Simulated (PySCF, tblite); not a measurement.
# B₃H₃O₃: changes of charge

What do calculations give for the changes of charge of B₃H₃O₃ (`B1OBOBO1`)?

Computed with tblite 0.8.0 and PySCF 2.14.0 and routines of our own; the level stands in each step. Atoms count from 0.

### 1 The starting structure

9 atoms, charge 0, multiplicity 1; geometry from: start built from the parent or by distance geometry.

### 2 Relaxing the molecule with GFN2-xTB

Job settings and geometry (Å):

```
{"job": {"kind": "relax", "xc": "GFN2-xTB", "basis": "xTB"}, "charge": 0, "multiplicity": 1}
B     -0.989900    -0.736500     0.548700
H     -1.881400    -1.349000     1.009000
O     -1.260400     0.454000    -0.039100
B     -0.276100     1.206800    -0.617800
H     -0.511600     2.212900    -1.099000
O      0.993200     0.726600    -0.563800
B      1.279900    -0.456000     0.031700
H      2.391200    -0.849200     0.085200
O      0.282200    -1.197500     0.594800
```

Run with:

```sh
> OMP_NUM_THREADS=1 python redox_run.py task.json out
```

One launch serves the whole session: the jobs run in the order shown.

The program printed:

```text
step      E/eV     max force
  0    -481.80993    1.198
  1    -481.82966    0.316
  2    -481.83241    0.127
  3    -481.83346    0.087
  4    -481.83400    0.074
  5    -481.83460    0.065
  6    -481.83480    0.041
  7    -481.83489    0.028
  8    -481.83496    0.027
  9    -481.83503    0.030
 10    -481.83508    0.019
 11    -481.83511    0.015
 12    -481.83512    0.012
 13    -481.83513    0.010
 14    -481.83514    0.011
 15    -481.83515    0.012
 16    -481.83516    0.016
 17    -481.83518    0.017
 18    -481.83519    0.012
 19    -481.83520    0.007
```

Wall time 0.09 s (1 thread of Intel Xeon Platinum 8259CL at 2.50GHz, shared host).

Step by step:

```csv
step,energy from step 0 (eV),largest force (eV/Å)
0,0.0000,1.1981
1,-0.0197,0.3156
2,-0.0225,0.1274
3,-0.0235,0.0873
4,-0.0241,0.0744
5,-0.0247,0.0650
6,-0.0249,0.0411
7,-0.0250,0.0280
8,-0.0250,0.0275
9,-0.0251,0.0300
10,-0.0251,0.0194
11,-0.0252,0.0153
12,-0.0252,0.0122
13,-0.0252,0.0105
14,-0.0252,0.0108
15,-0.0252,0.0123
16,-0.0252,0.0157
17,-0.0252,0.0166
18,-0.0253,0.0119
19,-0.0253,0.0068
```

Close pairs (by a distance rule), those that changed most:

```csv
bond,before (Å),after (Å),change (Å)
B3–H4,1.140,1.170,+0.030
B6–H7,1.180,1.170,-0.010
O2–B3,1.368,1.360,-0.008
B0–O8,1.354,1.360,+0.006
B0–H1,1.176,1.170,-0.006
O5–B6,1.355,1.360,+0.005
B0–O2,1.355,1.360,+0.005
B6–O8,1.365,1.360,-0.004
```

The next job starts from the end point, and lists it.

### 3 Harmonic vibrations with GFN2-xTB

Job settings and geometry (Å):

```
{"job": {"kind": "ir", "xc": "GFN2-xTB", "basis": "xTB"}, "charge": 0, "multiplicity": 1}
B     -1.002241    -0.732213     0.545476
H     -1.866425    -1.362786     1.018917
O     -1.275664     0.460271    -0.048838
B     -0.272248     1.194151    -0.600511
H     -0.508501     2.218883    -1.112973
O      1.006766     0.733598    -0.556729
B      1.283446    -0.457772     0.038308
H      2.383983    -0.852732     0.076413
O      0.278018    -1.189413     0.589578
```

The program printed:

```text
mode    cm-1     km/mol
  1     223.4      0.00
  2     223.5      0.00
  3     432.7      0.36
  4     519.1     23.39
  5     519.1     23.39
  6     771.9    346.22
  7     793.0      0.00
  8     793.1      0.00
  9     802.1      0.00
 10     944.7      2.96
 11     944.8      2.97
 12     945.6      0.00
 13    1002.4      0.00
 14    1041.3      0.00
 15    1135.0      1.70
 16    1135.0      1.76
 17    1275.0    781.56
 18    1275.0    781.44
 19    2645.4    195.72
 20    2645.7    195.49
 21    2649.0      0.68
ZPE 135.878  H(298)-E 151.957  G(298)-E 66.279 kJ/mol  S 287.37 J/(mol K)
```

It took 0.25 s on 1 thread of Intel Xeon Platinum 8259CL at 2.50GHz, shared host.

The strongest bands and the atoms that carry them (share of the mass-weighted mode):

```csv
cm⁻¹,km/mol,atoms
519,23.4,"O2 33 %, O5 23 %, B6 18 %, B0 12 %"
519,23.4,"O8 34 %, O5 20 %, B3 19 %, O2 10 %"
772,346.2,"B3 15 %, B0 15 %, B6 14 %, H4 14 %"
945,3.0,"H7 39 %, H4 24 %"
1275,781.6,"B0 29 %, B6 25 %, O5 18 %, O2 15 %"
1275,781.4,"B3 35 %, O8 21 %, B6 14 %, B0 10 %"
2645,195.7,"H7 55 %, H1 36 %"
2646,195.5,"H4 55 %, H1 28 %"
```

### 4 Geometry optimisation at BP86-D3(BJ)/def2-SVP

The job, as its differences from that of step 3:

```diff
@@ -1,2 +1,2 @@
-{"job": {"kind": "ir", "xc": "GFN2-xTB", "basis": "xTB"}, "charge": 0, "multiplicity": 1}
+{"job": {"xc": "BP86", "basis": "def2-SVP", "d3": "d3bj", "grid": 1, "kind": "geom"}, "charge": 0, "multiplicity": 1}
 B     -1.002241    -0.732213     0.545476
```

The program printed:

```text
step   0  E = -302.07038498  max force = 0.019078
step   1  E = -302.07536623  max force = 0.001193
step   2  E = -302.07538452  max force = 0.000144
step   3  E = -302.07540863  max force = 0.000655
step   4  E = -302.07549314  max force = 0.001898
step   5  E = -302.07551316  max force = 0.001172
step   6  E = -302.07557048  max force = 0.000348
step   7  E = -302.07557362  max force = 0.000181
optimisation converged
```

Wall time 41 s (1 thread of Intel Xeon Platinum 8259CL at 2.50GHz, shared host); peak memory 0.37 GiB.

The steps of the relaxation:

```csv
step,energy from step 0 (eV),largest force component (eV/Å)
0,0.0000,0.9810
1,-0.1355,0.0613
2,-0.1360,0.0074
3,-0.1367,0.0337
4,-0.1390,0.0976
5,-0.1395,0.0603
6,-0.1411,0.0179
7,-0.1412,0.0093
```

Distances of close pairs at the start and the end, largest changes first:

```csv
bond,before (Å),after (Å),change (Å)
B0–H1,1.170,1.209,+0.039
B3–H4,1.170,1.209,+0.039
B6–H7,1.170,1.209,+0.039
B3–O5,1.360,1.384,+0.024
O2–B3,1.360,1.384,+0.024
O5–B6,1.360,1.384,+0.024
B0–O2,1.360,1.384,+0.024
B0–O8,1.360,1.383,+0.023
```

The end geometry stands in the next job.

```csv
at the end point,value
point group (found at 0.08 Å tolerance),D3h
"rotational constants (GHz, main isotopes)","5.769, 5.761, 2.882"
dipole moment (D),0.00
```

### 5 Single point (B3H3O3): B3LYP-D3(BJ)/ma-def2-SVP

Geometry: BP86-D3(BJ)/def2-SVP.

Job settings and geometry (Å):

```
{"job": {"kind": "sp", "xc": "B3LYP", "basis": "ma-def2-SVP", "d3": "d3bj", "grid": 2}, "charge": 0, "multiplicity": 1}
B     -1.046028    -0.636158     0.640275
H     -1.958891    -1.190352     1.207109
O     -1.267794     0.538217    -0.057026
B     -0.224058     1.179830    -0.700161
H     -0.421527     2.211720    -1.297889
O      1.046850     0.633965    -0.652763
B      1.278998    -0.540772     0.040612
H      2.390624    -1.013596     0.084239
O      0.229262    -1.170674     0.684711
```

The program printed:

```text
coarse grid: 8376 points
cycle   1  E = -301.8619360183  dE =  8.594e-01  |g| = 1.005e+00  |ddm| = 4.571e+00
cycle   2  E = -301.5460266310  dE =  3.159e-01  |g| = 1.632e+00  |ddm| = 6.808e+00
cycle   3  E = -302.0459836946  dE = -5.000e-01  |g| = 4.969e-02  |ddm| = 4.374e+00
cycle   4  E = -302.0464942713  dE = -5.106e-04  |g| = 1.374e-02  |ddm| = 2.066e-01
cycle   5  E = -302.0465345859  dE = -4.031e-05  |g| = 1.566e-03  |ddm| = 1.041e-01
cycle   6  E = -302.0465352278  dE = -6.419e-07  |g| = 7.259e-04  |ddm| = 7.379e-03
final grid: 83368 points
cycle   7  E = -302.1145031983  dE = -4.508e-05  |g| = 2.792e-03  |ddm| = 4.620e-02
cycle   8  E = -302.1145013590  dE =  1.839e-06  |g| = 4.305e-03  |ddm| = 1.441e-02
cycle   9  E = -302.1145047000  dE = -3.341e-06  |g| = 1.701e-04  |ddm| = 7.786e-03
cycle  10  E = -302.1145046974  dE =  2.559e-09  |g| = 2.136e-04  |ddm| = 8.123e-04
cycle  11  E = -302.1145047059  dE = -8.473e-09  |g| = 2.077e-05  |ddm| = 3.776e-04
converged SCF energy = -302.1145047059
```

Wall time 4.3 s (1 thread of Intel Xeon Platinum 8259CL at 2.50GHz, shared host); peak memory 0.53 GiB.

### 6 Single point (B₃H₃O₃+ (doublet)): B3LYP-D3(BJ)/ma-def2-SVP

Geometry: BP86-D3(BJ)/def2-SVP, that of another charge or spin state.

The job, as its differences from that of step 5:

```diff
@@ -1,2 +1,2 @@
-{"job": {"kind": "sp", "xc": "B3LYP", "basis": "ma-def2-SVP", "d3": "d3bj", "grid": 2}, "charge": 0, "multiplicity": 1}
+{"job": {"kind": "sp", "xc": "B3LYP", "basis": "ma-def2-SVP", "d3": "d3bj", "grid": 2}, "charge": 1, "multiplicity": 2}
 B     -1.046028    -0.636158     0.640275
```

The program printed:

```text
final grid: 83368 points
cycle   1  E = -301.6779604345  dE =  1.544e-09  |g| = 8.526e-05  |ddm| = 2.416e-04
converged SCF energy = -301.6779604345
```

It took 42 s on 1 thread of Intel Xeon Platinum 8259CL at 2.50GHz, shared host; peak memory 0.54 GiB.

### 7 Geometry optimisation with GFN2-xTB

This step treats B₃H₃O₃+ (doublet), labelled `B1OB[O+]BO1` (the label fixes atoms and charge, not where charge and spin sit).

Job settings and geometry (Å):

```
{"job": {"kind": "relax", "xc": "GFN2-xTB", "basis": "xTB"}, "charge": 1, "multiplicity": 2}
B     -1.029800    -0.642300     0.635000
H     -1.969600    -1.181700     1.184100
O     -1.250300     0.530600    -0.053800
B     -0.226600     1.194500    -0.720800
H     -0.424800     2.207900    -1.286600
O      1.035900     0.632200    -0.661500
B      1.279400    -0.534900     0.029600
H      2.402100    -1.004600     0.089300
O      0.238300    -1.177500     0.683500
```

The program printed:

```text
step      E/eV     max force
  0    -466.85605    1.798
  1    -466.97580    0.951
  2    -467.03116    0.479
  3    -467.04167    0.421
  4    -467.06130    0.438
  5    -467.06951    0.470
  6    -467.07740    0.337
  7    -467.08042    0.211
  8    -467.08402    0.180
  9    -467.08532    0.057
 10    -467.08552    0.040
 11    -467.08563    0.036
 12    -467.08578    0.047
 13    -467.08599    0.053
 14    -467.08617    0.038
 15    -467.08626    0.018
 16    -467.08629    0.015
 17    -467.08631    0.014
 18    -467.08633    0.020
 19    -467.08637    0.032
 20    -467.08644    0.040
 21    -467.08655    0.060
 22    -467.08668    0.061
 23    -467.08681    0.032
 24    -467.08688    0.019
 25    -467.08693    0.019
 26    -467.08697    0.018
 27    -467.08700    0.018
 28    -467.08703    0.015
 29    -467.08706    0.013
 30    -467.08708    0.015
 31    -467.08710    0.015
 32    -467.08712    0.014
 33    -467.08716    0.016
 34    -467.08718    0.014
 35    -467.08720    0.010
```

Wall time 0.19 s (1 thread of Intel Xeon Platinum 8259CL at 2.50GHz, shared host).

Relaxation path: (not every step is listed)

```csv
step,energy from step 0 (eV),largest force (eV/Å)
0,0.0000,1.7980
1,-0.1198,0.9509
2,-0.1751,0.4789
3,-0.1856,0.4213
4,-0.2053,0.4384
5,-0.2135,0.4696
6,-0.2214,0.3369
7,-0.2244,0.2109
8,-0.2280,0.1797
10,-0.2295,0.0402
12,-0.2297,0.0470
14,-0.2301,0.0381
16,-0.2302,0.0153
18,-0.2303,0.0203
20,-0.2304,0.0403
22,-0.2306,0.0606
24,-0.2308,0.0192
26,-0.2309,0.0177
28,-0.2310,0.0146
30,-0.2310,0.0146
31,-0.2311,0.0146
32,-0.2311,0.0139
33,-0.2311,0.0160
34,-0.2311,0.0143
35,-0.2312,0.0099
```

Distances of close pairs at the start and the end, largest changes first:

```csv
bond,before (Å),after (Å),change (Å)
B3–O5,1.383,1.332,-0.051
O5–B6,1.378,1.331,-0.047
B6–H7,1.218,1.174,-0.045
B0–O2,1.378,1.334,-0.044
B0–O8,1.377,1.335,-0.042
B0–H1,1.215,1.194,-0.021
O2–B3,1.391,1.376,-0.015
B6–O8,1.387,1.376,-0.011
```

The final coordinates are the input of the step that follows.

### 8 Infrared spectrum with GFN2-xTB

Job settings and geometry (Å):

```
{"job": {"kind": "ir", "xc": "GFN2-xTB", "basis": "xTB"}, "charge": 1, "multiplicity": 2}
B     -0.981897    -0.601347     0.595441
H     -1.884606    -1.153664     1.148466
O     -1.246562     0.531719    -0.057555
B     -0.222759     1.185428    -0.704012
H     -0.440593     2.182114    -1.283329
O      0.963630     0.587904    -0.599196
B      1.283081    -0.537268     0.037057
H      2.354260    -1.013885     0.092362
O      0.230005    -1.156833     0.669515
```

The program printed:

```text
mode    cm-1     km/mol
  1      85.6    188.76
  2     278.6      0.60
  3     281.9      0.01
  4     435.2     58.06
  5     548.8     35.25
  6     699.5     24.84
  7     733.8    100.25
  8     737.4      2.85
  9     740.1      1.29
 10     776.1    136.03
 11     877.1      1.50
 12     914.9      8.24
 13     941.7      1.20
 14     950.7     10.33
 15    1085.4     80.27
 16    1136.0    100.99
 17    1150.0     95.09
 18    1189.0      0.44
 19    2347.8    459.91
 20    2543.2    656.22
 21    2580.4    136.68
ZPE 125.808  H(298)-E 143.341  G(298)-E 50.437 kJ/mol  S 311.60 J/(mol K)
```

Run time: 0.28 s. Hardware: 1 thread of Intel Xeon Platinum 8259CL at 2.50GHz, shared host.

Which atoms move in the most intense modes:

```csv
cm⁻¹,km/mol,atoms
86,188.8,"O2 25 %, O8 24 %, B6 23 %, B3 23 %"
734,100.2,"H7 30 %, B6 24 %, H4 19 %, B3 16 %"
776,136.0,H1 75 %
1136,101.0,"B3 44 %, B6 26 %, O5 14 %"
1150,95.1,"O5 56 %, B6 23 %"
2348,459.9,H1 92 %
2543,656.2,"H7 54 %, H4 39 %"
2580,136.7,"H4 53 %, H7 38 %"
```

### 9 Geometry optimisation at BP86-D3(BJ)/def2-SVP

This step treats B3H3O3+ (doublet), labelled `B1OB[O+]BO1` (the label fixes atoms and charge, not where charge and spin sit).

The job, as its differences from that of step 8:

```diff
@@ -1,2 +1,2 @@
-{"job": {"kind": "ir", "xc": "GFN2-xTB", "basis": "xTB"}, "charge": 1, "multiplicity": 2}
+{"job": {"xc": "BP86", "basis": "def2-SVP", "d3": "d3bj", "grid": 1, "kind": "geom"}, "charge": 1, "multiplicity": 2}
 B     -0.981897    -0.601347     0.595441
```

The program printed:

```text
step   0  E = -301.66090997  max force = 0.023097
step   1  E = -301.67046094  max force = 0.003422
step   2  E = -301.67054253  max force = 0.001248
step   3  E = -301.67055165  max force = 0.000144
optimisation converged
```

It took 31 s on 1 thread of Intel Xeon Platinum 8259CL at 2.50GHz, shared host; peak memory 0.35 GiB.

Relaxation path:

```csv
step,energy from step 0 (eV),largest force component (eV/Å)
0,0.0000,1.1877
1,-0.2599,0.1760
2,-0.2621,0.0642
3,-0.2624,0.0074
```

Close pairs (by a distance rule), those that changed most:

```csv
bond,before (Å),after (Å),change (Å)
B0–H1,1.194,1.257,+0.063
O5–B6,1.331,1.377,+0.045
B3–O5,1.332,1.377,+0.044
O2–B3,1.376,1.410,+0.034
B6–O8,1.376,1.409,+0.033
B6–H7,1.174,1.205,+0.031
B3–H4,1.173,1.204,+0.031
B0–O2,1.334,1.358,+0.023
```

The final coordinates are the input of the step that follows.

```csv
at the end point,value
point group (found at 0.08 Å tolerance),C2v
"rotational constants (GHz, main isotopes)","6.180, 5.498, 2.910"
⟨S²⟩,0.752
```

### 10 Single point (B₃H₃O₃): B3LYP-D3(BJ)/ma-def2-SVP

Geometry: BP86-D3(BJ)/def2-SVP, that of another charge or spin state.

Job settings and geometry (Å):

```
{"job": {"kind": "sp", "xc": "B3LYP", "basis": "ma-def2-SVP", "d3": "d3bj", "grid": 2}, "charge": 0, "multiplicity": 1}
B     -1.003804    -0.620100     0.599257
H     -1.955255    -1.202218     1.178709
O     -1.277962     0.531490    -0.065422
B     -0.252157     1.235567    -0.727985
H     -0.425329     2.262304    -1.332565
O      0.954542     0.587903    -0.584775
B      1.331930    -0.570108     0.056681
H      2.451306    -1.014624     0.089043
O      0.228922    -1.184391     0.682027
```

The program printed:

```text
coarse grid: 8376 points
cycle   1  E = -301.8405577302  dE =  8.841e-01  |g| = 1.027e+00  |ddm| = 4.661e+00
cycle   2  E = -301.4895604958  dE =  3.510e-01  |g| = 1.695e+00  |ddm| = 6.806e+00
cycle   3  E = -302.0339131203  dE = -5.444e-01  |g| = 5.823e-02  |ddm| = 4.290e+00
cycle   4  E = -302.0344515181  dE = -5.384e-04  |g| = 3.428e-02  |ddm| = 2.722e-01
cycle   5  E = -302.0346396859  dE = -1.882e-04  |g| = 1.448e-02  |ddm| = 1.035e-01
cycle   6  E = -302.0346784531  dE = -3.877e-05  |g| = 1.207e-03  |ddm| = 4.226e-02
cycle   7  E = -302.0346787970  dE = -3.440e-07  |g| = 2.934e-04  |ddm| = 5.077e-03
final grid: 83368 points
cycle   8  E = -302.1025124413  dE = -4.436e-05  |g| = 2.538e-03  |ddm| = 6.053e-02
cycle   9  E = -302.1025111197  dE =  1.322e-06  |g| = 3.755e-03  |ddm| = 1.446e-02
cycle  10  E = -302.1025136656  dE = -2.546e-06  |g| = 2.395e-04  |ddm| = 6.641e-03
cycle  11  E = -302.1025136703  dE = -4.709e-09  |g| = 1.891e-04  |ddm| = 6.076e-04
cycle  12  E = -302.1025136767  dE = -6.478e-09  |g| = 4.384e-05  |ddm| = 3.895e-04
converged SCF energy = -302.1025136767
```

Run time: 4.4 s. Hardware: 1 thread of Intel Xeon Platinum 8259CL at 2.50GHz, shared host; peak memory 0.54 GiB.

### 11 Single point (B3H3O3+ (doublet), B1OB[O+]BO1): B3LYP-D3(BJ)/ma-def2-SVP

Geometry: BP86-D3(BJ)/def2-SVP.

The job, as its differences from that of step 10:

```diff
@@ -1,2 +1,2 @@
-{"job": {"kind": "sp", "xc": "B3LYP", "basis": "ma-def2-SVP", "d3": "d3bj", "grid": 2}, "charge": 0, "multiplicity": 1}
+{"job": {"kind": "sp", "xc": "B3LYP", "basis": "ma-def2-SVP", "d3": "d3bj", "grid": 2}, "charge": 1, "multiplicity": 2}
 B     -1.003804    -0.620100     0.599257
```

The program printed:

```text
final grid: 83368 points
cycle   1  E = -301.6906383407  dE =  6.901e-11  |g| = 1.920e-05  |ddm| = 4.550e-05
converged SCF energy = -301.6906383407
```

Run time: 36 s. Hardware: 1 thread of Intel Xeon Platinum 8259CL at 2.50GHz, shared host; peak memory 0.55 GiB.

### 12 Single point (B3H3O3): B3LYP-D3(BJ)/ma-def2-SVP in acetonitrile

Geometry: BP86-D3(BJ)/def2-SVP.

Job settings and geometry (Å):

```
{"job": {"kind": "sp", "xc": "B3LYP", "basis": "ma-def2-SVP", "d3": "d3bj", "grid": 2, "solvent": "acetonitrile"}, "charge": 0, "multiplicity": 1}
B     -1.046028    -0.636158     0.640275
H     -1.958891    -1.190352     1.207109
O     -1.267794     0.538217    -0.057026
B     -0.224058     1.179830    -0.700161
H     -0.421527     2.211720    -1.297889
O      1.046850     0.633965    -0.652763
B      1.278998    -0.540772     0.040612
H      2.390624    -1.013596     0.084239
O      0.229262    -1.170674     0.684711
```

The program printed:

```text
final grid: 83368 points
cycle   1  E = -302.1186945176  dE = -1.830e-04  |g| = 1.288e-02  |ddm| = 8.804e-01
cycle   2  E = -302.1186873180  dE =  7.200e-06  |g| = 1.491e-02  |ddm| = 6.681e-02
cycle   3  E = -302.1187265453  dE = -3.923e-05  |g| = 2.941e-03  |ddm| = 4.319e-02
cycle   4  E = -302.1187281917  dE = -1.646e-06  |g| = 9.816e-05  |ddm| = 6.644e-03
cycle   5  E = -302.1187281969  dE = -5.122e-09  |g| = 2.450e-05  |ddm| = 1.359e-03
converged SCF energy = -302.1187281969
```

Run time: 3.8 s. Hardware: 1 thread of Intel Xeon Platinum 8259CL at 2.50GHz, shared host; peak memory 0.57 GiB.

### 13 Single point (B3H3O3+ (doublet), B1OB[O+]BO1): B3LYP-D3(BJ)/ma-def2-SVP in acetonitrile

Geometry: BP86-D3(BJ)/def2-SVP.

Job settings and geometry (Å):

```
{"job": {"kind": "sp", "xc": "B3LYP", "basis": "ma-def2-SVP", "d3": "d3bj", "grid": 2, "solvent": "acetonitrile"}, "charge": 1, "multiplicity": 2}
B     -1.003804    -0.620100     0.599257
H     -1.955255    -1.202218     1.178709
O     -1.277962     0.531490    -0.065422
B     -0.252157     1.235567    -0.727985
H     -0.425329     2.262304    -1.332565
O      0.954542     0.587903    -0.584775
B      1.331930    -0.570108     0.056681
H      2.451306    -1.014624     0.089043
O      0.228922    -1.184391     0.682027
```

The program printed:

```text
final grid: 83368 points
cycle   1  E = -301.7780404862  dE = -2.419e-04  |g| = 1.086e-02  |ddm| = 3.362e-01
cycle   2  E = -301.7779644688  dE =  7.602e-05  |g| = 1.826e-02  |ddm| = 6.162e-02
cycle   3  E = -301.7780832788  dE = -1.188e-04  |g| = 4.548e-03  |ddm| = 2.948e-02
cycle   4  E = -301.7780916280  dE = -8.349e-06  |g| = 1.772e-03  |ddm| = 1.294e-02
cycle   5  E = -301.7780928990  dE = -1.271e-06  |g| = 3.874e-04  |ddm| = 1.559e-03
cycle   6  E = -301.7780929918  dE = -9.278e-08  |g| = 1.918e-04  |ddm| = 1.128e-03
cycle   7  E = -301.7780930091  dE = -1.734e-08  |g| = 1.167e-04  |ddm| = 4.950e-04
cycle   8  E = -301.7780930152  dE = -6.116e-09  |g| = 6.862e-05  |ddm| = 2.645e-04
converged SCF energy = -301.7780930152
```

Wall time 7.8 s (1 thread of Intel Xeon Platinum 8259CL at 2.50GHz, shared host); peak memory 0.57 GiB.

### 14 Changes of charge: B3LYP-D3(BJ)/ma-def2-SVP

This step combines the energies above: geometries from BP86-D3(BJ)/def2-SVP, zero-point and thermal terms from GFN2-xTB.

Job settings and geometry (Å):

```
{"job": {"kind": "rx", "dirs": [1], "deep": 3, "geom": {"xc": "BP86", "basis": "def2-SVP", "d3": "d3bj", "grid": 1}, "level": {"xc": "B3LYP", "basis": "ma-def2-SVP", "d3": "d3bj", "solvents": ["acetonitrile"]}}, "charge": 0, "multiplicity": 1}
B     -1.046028    -0.636158     0.640275
H     -1.958891    -1.190352     1.207109
O     -1.267794     0.538217    -0.057026
B     -0.224058     1.179830    -0.700161
H     -0.421527     2.211720    -1.297889
O      1.046850     0.633965    -0.652763
B      1.278998    -0.540772     0.040612
H      2.390624    -1.013596     0.084239
O      0.229262    -1.170674     0.684711
```

Output (the driver's rows laid out field by field):

```text
ionisation and electron attachment, B3LYP-D3(BJ)/ma-def2-SVP // BP86-D3(BJ)/def2-SVP

row 1
  change                  oxidation
  charge                  1
  multiplicity            2
  vertical_ev             11.879
  vertical_s2             0.754
  formula                 B3H3O3
  smiles                  B1OB[O+]BO1
  kept                    yes
  pieces                  1
  point_group             C2v
  adiabatic_electronic_ev 11.534
  adiabatic_ev            11.4296
  free_energy_ev          11.3694
  s2                      0.755
  bonds_moved             0 1 1.209 1.257; 0 2 1.384 1.358; 2 3 1.384 1.41; 6 8 1.383 1.409
  spin_on                 5 O 0.368; 1 H 0.191; 2 O 0.184; 8 O 0.177
  charge_moved            5 O 0.196; 1 H 0.167; 2 O 0.109; 8 O 0.106
  vertical_back_ev        11.2077
  relaxation_parent_ev    0.3263
  relaxation_ion_ev       0.345
  reorganisation_ev       0.6713
  solution                solvent acetonitrile, absolute_potential_v 9.1046, solvation_parent_kj -11.09, solvation_ion_kj -229.61
```

It took 2.9 min on 1 thread of Intel Xeon Platinum 8259CL at 2.50GHz, shared host; peak memory 0.56 GiB.

Energy taken up on oxidation, or given off on reduction (eV; adiabatic with zero-point energy):

```csv
change,product,vertical,adiabatic,free energy,reorganisation,⟨S²⟩
oxidation (multiplicity 2),B1OB[O+]BO1,11.88,11.43,11.37,0.67,0.76
```

On oxidation to multiplicity 2 charge changes most on O5 (+0.20 e), H1 (+0.17 e), O2 (+0.11 e); the spin sits on O5 (0.37), H1 (0.19), O2 (0.18); the bond B0–H1 goes from 1.209 to 1.257 Å; the absolute potential is 9.10 V in acetonitrile.

### 15 Results

| quantity | value |
| --- | --- |
| strongest single infrared mode (GFN2-xTB) | 1275 cm⁻¹, 782 km/mol |
| zero-point energy (GFN2-xTB) | 32.5 kcal/mol |
| point group | D3h |
| rotational constants (main isotopes) | 5.77, 5.76, 2.88 GHz |
| ionisation energy (B3LYP-D3(BJ)/ma-def2-SVP) | vertical 11.88 eV, adiabatic 11.43 eV |

**Reading.** No mode is imaginary among the 21: a minimum at this level. GFN2-xTB is a fitted tight-binding method: band positions and strengths are rough. Its intensities can rank the bands wrongly. The optimisation took 7 steps and gained 0.141 eV; among the close pairs (by a distance rule), B0–H1 changed most, from 1.170 to 1.209 Å (BP86/def2-SVP). At B3LYP-D3(BJ)/ma-def2-SVP, relaxation with the zero-point term after oxidation moves the energy taken up from 11.88 eV (vertical) to 11.43 eV (adiabatic, with zero-point energy).
